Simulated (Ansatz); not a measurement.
Crystal: CsLiCr2Te2S3.

```
CELL_PARAMETERS angstrom
7.05684 0.00000 0.00788
0.00000 3.98060 0.00000
-2.68302 0.00000 8.67869
ATOMIC_POSITIONS crystal
Cs 0.07739 0.00000 0.37706
Li 0.86424 0.50000 0.78883
Cr 0.12646 0.00000 0.94616
Cr 0.59290 0.50000 0.97165
Te 0.50838 0.00000 0.15270
Te 0.55612 0.00000 0.74893
S 0.87426 0.00000 0.68502
S 0.25176 0.50000 0.84402
S 0.96294 0.50000 0.05357
```

The cell was built by a generator and needn't be a form met in nature.

Base run:

```yaml
Program: Ansatz 0.2.0
Functional: r2SCAN
Potentials_or_basis: Ansatz PAW
Cutoff: 500 eV
Density_cutoff: 2000 eV
k_mesh: 3 × 5 × 3
Occupations: fermi-dirac, width 0.05 eV
Spin: non-collinear spin, ferromagnetic start, spin-orbit coupling
Starting_moments: "[[0.0, 0.0, 0.0], [0.0, 0.0, 0.0], [3.0, 0.0, 0.0], [3.0, 0.0, 0.0], [0.0, 0.0, 0.0], [0.0, 0.0, 0.0], [0.0, 0.0, 0.0], [0.0, 0.0, 0.0], [0.0, 0.0, 0.0]] μB"
```

Its results: band gap on the k mesh 0.73 eV, indirect (least direct gap 0.90 eV); pressure 0.0 GPa; net moment 6.01 μB per cell; largest force 0.302 eV/Å.

Problem. The run is repeated on the same cell with these changes: functional from r2SCAN to PBE; cutoff from 500 eV to 420 eV; density cutoff from 2000 eV to 1680 eV. What comes out?

Solution. Band gap on the k mesh 0.58 eV, indirect (least direct gap 0.74 eV); pressure 0.1 GPa; net moment 6.01 μB per cell; largest force 0.049 eV/Å.

r2SCAN gives the wider gap, since meta-GGAs in the generalised Kohn-Sham scheme recover part of the derivative discontinuity.

Caveats: the k mesh misses the band edges, so the gap on the mesh is wider than the one along the path; only a ferromagnetic start was run, and an antiferromagnetic order may lie lower in energy; the magnetic or orbital state may not be the lowest (some runs); the PAW data sets come from PBE, with cores solved anew for the run's functional, which leaves a small shift of forces and pressure (some runs).

Not every run made on this cell is shown here.
